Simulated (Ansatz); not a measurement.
C₂H₅NOSi, SMILES C#C[SiH](N)O, a geometry optimisation

With Ansatz 0.2.0 through its Python package.

The script reads `c2h5nosi.xyz`:
```text
10

C     2.33440   -0.61920   -0.74900
C     1.26750   -0.25600   -0.32250
Si   -0.34060    0.29130    0.32010
N    -1.61680   -0.83340   -0.23350
O    -0.68150    1.87110   -0.25770
H     3.27130   -0.93820   -1.12370
H    -0.30200    0.30250    1.79030
H    -1.40390   -1.76350    0.19120
H    -2.51200   -0.50580    0.19330
H    -0.01630    2.45120    0.19150
```

At the Python prompt:
```pycon
>>> from dataclasses import dataclass
>>> import ansatz as az
>>> import numpy as np
>>> @dataclass(frozen=True)
... class RunConfig:
...     basis_set: str = "def2-SVP"
...     functional: str = "r2SCAN"
...
>>> settings = RunConfig()
>>> mol = az.Crystal.molecule_from_extxyz("c2h5nosi.xyz")
>>> calculation = (
...     mol.calculation()
...     .basis(gaussian=settings.basis_set)
...     .functional(settings.functional)
... )
>>> symbols = [site.symbol for site in mol.cartesian_sites]
>>> start = np.array([site.position_ang for site in mol.cartesian_sites], dtype=float)
>>> def progress(event):
...     if event["event"] == "relax_step":
...         row = event["data"]
...         print(f"step {row['step']:3d}  E = {row['lagrangian_ev']:.6f} eV  max force {row['allowed_force_max_ev_ang']:.4f} eV/A")
...
>>> r = calculation.relax(force_tolerance=0.01).session().plan().execute(on_event=progress).report
step   1  E = -13559.242160 eV  max force 1.4787 eV/A
step   2  E = -13559.407788 eV  max force 0.9468 eV/A
step   3  E = -13559.494940 eV  max force 0.4708 eV/A
step   4  E = -13559.527898 eV  max force 0.3683 eV/A
step   5  E = -13559.552687 eV  max force 0.3071 eV/A
step   6  E = -13559.561598 eV  max force 0.2035 eV/A
step   7  E = -13559.559939 eV  max force 0.2124 eV/A
step   8  E = -13559.565123 eV  max force 0.1302 eV/A
step   9  E = -13559.570102 eV  max force 0.2081 eV/A
step  10  E = -13559.577288 eV  max force 0.1475 eV/A
step  11  E = -13559.581655 eV  max force 0.2152 eV/A
step  12  E = -13559.588202 eV  max force 0.1269 eV/A
step  13  E = -13559.589719 eV  max force 0.2146 eV/A
step  14  E = -13559.593501 eV  max force 0.1126 eV/A
step  15  E = -13559.532198 eV  max force 1.6245 eV/A
step  16  E = -13559.596621 eV  max force 0.0299 eV/A
step  17  E = -13559.596068 eV  max force 0.3421 eV/A
step  18  E = -13559.597633 eV  max force 0.0413 eV/A
step  19  E = -13559.598461 eV  max force 0.1195 eV/A
step  20  E = -13559.598962 eV  max force 0.1711 eV/A
step  21  E = -13559.599773 eV  max force 0.1656 eV/A
step  22  E = -13559.600965 eV  max force 0.0196 eV/A
step  23  E = -13559.600958 eV  max force 0.0499 eV/A
step  24  E = -13559.601038 eV  max force 0.0068 eV/A
step  25  E = -13559.600661 eV  max force 0.1282 eV/A
step  26  E = -13559.601087 eV  max force 0.0371 eV/A
step  27  E = -13559.601130 eV  max force 0.0146 eV/A
step  28  E = -13559.601139 eV  max force 0.0079 eV/A
>>> end = np.array(r["positions_ang"])
>>> for key in ("converged", "free_energy_ev", "reference_energy_ev", "n_frozen", "n_occupied", "n_virtual"):
...     print(f"{key:22s} {r[key]}")
...
converged              True
free_energy_ev         -13559.601148684116
reference_energy_ev    -13559.601148684116
n_frozen               0
n_occupied             [23, 23]
n_virtual              [76, 76]
>>> print("bond        before    after (A)")
bond        before    after (A)
>>> for i, j in [(0, 1), (0, 5), (1, 2), (2, 3), (2, 4), (2, 6), (3, 7), (3, 8), (4, 9)]:
...     d0, d1 = (np.linalg.norm(xyz[i] - xyz[j]) for xyz in (start, end))
...     print(f"{symbols[i]}{i}-{symbols[j]}{j}".ljust(10), f"{d0:8.4f} {d1:8.4f}")
...
C0-C1        1.2050   1.2220
C0-H5        1.0583   1.0759
C1-Si2       1.8162   1.8430
Si2-N3       1.7889   1.7081
Si2-O4       1.7163   1.6688
Si2-H6       1.4707   1.4870
N3-H7        1.0444   1.0145
N3-H8        1.0444   1.0136
O4-H9        0.9903   0.9650
>>> charges = r["charge_distribution"]
>>> print("dipole moment", round(4.803205 * float(np.linalg.norm(charges["dipole_moment_e_ang"])), 3), "D")
dipole moment 0.892 D
>>> print("Mulliken:", [(s, round(q, 3)) for s, q in zip(symbols, charges["mulliken_charges_e"])])
Mulliken: [('C', -0.245), ('C', -0.082), ('Si', 0.753), ('N', -0.415), ('O', -0.421), ('H', 0.05), ('H', -0.136), ('H', 0.146), ('H', 0.149), ('H', 0.2)]
>>> with open("c2h5nosi_opt.xyz", "w") as handle:
...     handle.write(f"{len(symbols)}\nrelaxed C2H5NOSi\n")
...     handle.writelines(f"{s:2s} {x:11.6f} {y:11.6f} {z:11.6f}\n" for s, (x, y, z) in zip(symbols, end))
...
20
```

It writes `c2h5nosi_opt.xyz`:
```text
10
relaxed C2H5NOSi
C     2.360462   -0.581869   -0.628256
C     1.268942   -0.257616   -0.184723
Si   -0.360450    0.282000    0.486635
N    -1.580482   -0.852517    0.109801
O    -0.659101    1.779515   -0.186422
H     3.319242   -0.878385   -1.016078
H    -0.297915    0.346461    1.970891
H    -1.829924   -1.083973   -0.845960
H    -2.342975   -1.029004    0.753960
H     0.122300    2.275388   -0.459848
```

These settings explore the input space; basis and method may be short of convergence. The end point is the stationary point reached from this start; no frequency run checks that it is a minimum, and the basis set is modest. It ran for 2.9 min on 1 thread of Arm Neoverse V2 (shared host), peak memory 0.24 GiB.

(Lines on the test bed's own set-up are left out of the output.)
